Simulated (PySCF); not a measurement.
# C₄H₇ClGeO: circular dichroism and optical rotation

Wanted: circular dichroism and optical rotation for C₄H₇ClGeO (`C=C1[C@@H]([O][GeH3])[C@H]1Cl`).

Computed with PySCF 2.14.0 and routines of our own; the level stands in each step. Atoms count from 0.

## 1. The system as given

14 atoms, charge 0, multiplicity 1; geometry from: GFN2-xTB.

## 2. Circular dichroism and optical rotation: TDDFT CAM-B3LYP/def2-SVPD

The job: settings as JSON, then the geometry in Å.

```
{"job": {"kind": "ecd", "xc": "CAM-B3LYP", "basis": "def2-SVPD", "nstates": 8}, "charge": 0, "multiplicity": 1}
C     -0.717983     0.270585     1.877960
C     -0.538060     0.772927     0.681336
C      0.389791     1.103416    -0.407192
O      1.180986     0.150766    -1.006510
Ge     1.202573    -1.583418    -0.697384
C     -1.121310     1.134464    -0.613276
Cl    -1.866212    -0.125907    -1.579939
H      0.116314     0.073438     2.532977
H     -1.703147     0.059593     2.262777
H      0.883753     2.072931    -0.410319
H     -0.139518    -2.234901    -0.801925
H      1.772184    -1.812704     0.676338
H      2.150362    -1.969703    -1.776423
H     -1.610411     2.088040    -0.760587
```

Method: TDDFT CAM-B3LYP/def2-SVPD circular dichroism and optical rotation, one conformer, gas phase.

Command:

```console
$ OMP_NUM_THREADS=1 python excited_run.py task.json out
```

The driver reads the jobs from task.json and runs them one after another.

The program printed:

```text
coarse grid: 56936 points
cycle   1  E = -2768.3276600269  dE =  6.448e-01  |g| = 7.920e-01  |ddm| = 6.094e+00
cycle   2  E = -2768.2377606648  dE =  8.990e-02  |g| = 1.087e+00  |ddm| = 2.445e+00
cycle   3  E = -2768.4389961648  dE = -2.012e-01  |g| = 1.101e-01  |ddm| = 1.331e+00
cycle   4  E = -2768.4410309945  dE = -2.035e-03  |g| = 4.443e-02  |ddm| = 2.064e-01
cycle   5  E = -2768.4413514069  dE = -3.204e-04  |g| = 6.145e-03  |ddm| = 7.552e-02
cycle   6  E = -2768.4413604254  dE = -9.018e-06  |g| = 2.800e-03  |ddm| = 2.030e-02
final grid: 118432 points
cycle   7  E = -2768.4413734919  dE =  9.860e-07  |g| = 3.668e-03  |ddm| = 1.373e-02
cycle   8  E = -2768.4413706528  dE =  2.839e-06  |g| = 4.998e-03  |ddm| = 1.416e-02
cycle   9  E = -2768.4413768462  dE = -6.193e-06  |g| = 1.538e-04  |ddm| = 8.011e-03
cycle  10  E = -2768.4413768531  dE = -6.917e-09  |g| = 4.326e-05  |ddm| = 4.312e-04
cycle  11  E = -2768.4413768546  dE = -1.497e-09  |g| = 2.190e-05  |ddm| = 2.128e-04
cycle  12  E = -2768.4413768548  dE = -1.842e-10  |g| = 4.237e-06  |ddm| = 6.831e-05
converged SCF energy = -2768.4413768548

Singlet excitations and rotatory strengths (1e-40 esu^2 cm^2)
state   eV       nm     f(len)   f(vel)    R(len)    R(vel)   main configurations
  1   5.2352   236.8  0.01436  0.01526    14.916    15.617   H->L 0.88
  2   5.5118   224.9  0.01166  0.01174   -39.320   -38.347   H-1->L 0.84
  3   6.7718   183.1  0.00999  0.01090   -22.764   -22.685   H->L+2 0.44, H->L+1 0.28, H-4->L 0.10
  4   6.9011   179.7  0.17480  0.17351    79.128    78.764   H-2->L 0.62, H-3->L 0.23
  5   6.9845   177.5  0.09566  0.09300   -93.603   -91.574   H-3->L 0.53, H-2->L 0.24
  6   7.1626   173.1  0.01337  0.01106    16.614    15.565   H-4->L 0.45, H->L+3 0.17
  7   7.2520   171.0  0.04777  0.05053    68.669    70.358   H->L+1 0.47, H->L+2 0.38
  8   7.3621   168.4  0.00772  0.00771   -13.992   -15.269   H->L+3 0.49, H-4->L 0.30, H->L+1 0.08

Specific rotation (deg / (dm g/mL))
    nm     length   length(OI)   velocity    alpha(len)  alpha(vel)
  633.0    -209.36    -204.13    -197.16       93.236     93.533
  589.3    -246.36    -240.23    -231.91       93.635     93.934
  546.0    -294.17    -286.88    -276.78       94.137     94.439
  436.0    -512.27    -499.79    -480.83       96.256     96.569
  405.0    -623.50    -608.41    -584.48       97.243     97.561
  365.0    -837.73    -817.65    -783.24       98.999     99.328
  355.0    -910.62    -888.85    -850.59       99.559     99.891
```

It took 89 s on 1 thread of Arm Neoverse V2, shared host; peak memory 1.1 GiB.

## 3. Results

| quantity | value |
| --- | --- |
| state of largest rotatory strength (velocity form) among 8 (step 2, TDDFT CAM-B3LYP/def2-SVPD) | 6.98 eV, R = -91.6 (velocity), -93.6 (length) ·10⁻⁴⁰ esu² cm² |
| specific rotation at 633.0 nm (step 2, TDDFT CAM-B3LYP/def2-SVPD) | -197.2 (velocity), -209.4 (length) |

**Reading.** Steps that list no spin-orbit terms leave them out, which matters at and beside the heavy atoms. Rotations belong to one conformer.
